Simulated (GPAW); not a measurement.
Runs of GPAW 26.7.0 on TiSn. It takes space group Fm-3m (No. 225, cubic). Conventional cell: a = 5.601 Å, b = 5.601 Å, c = 5.601 Å, α = 90.00°, β = 90.00°, γ = 90.00°. Ti (site symmetry m-3m) is surrounded by 6 Sn at 2.80 Å. Sn (site symmetry m-3m) has 6 Ti at 2.80 Å as nearest neighbours. The cell was built by a generator and needn't be a form met in nature.

| level | potentials or basis | eigensolver | pressure (GPa) |
| --- | --- | --- | --- |
| TPSS | GPAW PAW data sets (gpaw-data 1.2.1), pw | davidson | -2.0 |
| revPBE | the program's PAW data sets (release 1.2.1) made for this functional, pw | - | 1.3 |
| LDA | the program's PAW data sets (release 1.2.1) made for this functional, pw | - | -6.7 |
| SCAN | GPAW PAW data sets (gpaw-data 1.2.1), pw | - | (a) |

Alike in all rows: task band structure; no spin polarisation; cell as given; k mesh 8 × 8 × 8; cutoff (eV) 600; smearing fermi-dirac 0.05 eV.

Fill in the values left out.

(a) -3.0.

Caveats: the PAW data sets were made with another functional, which shifts forces and pressure a little (some runs).

Runs at the PBE level aren't shown here.
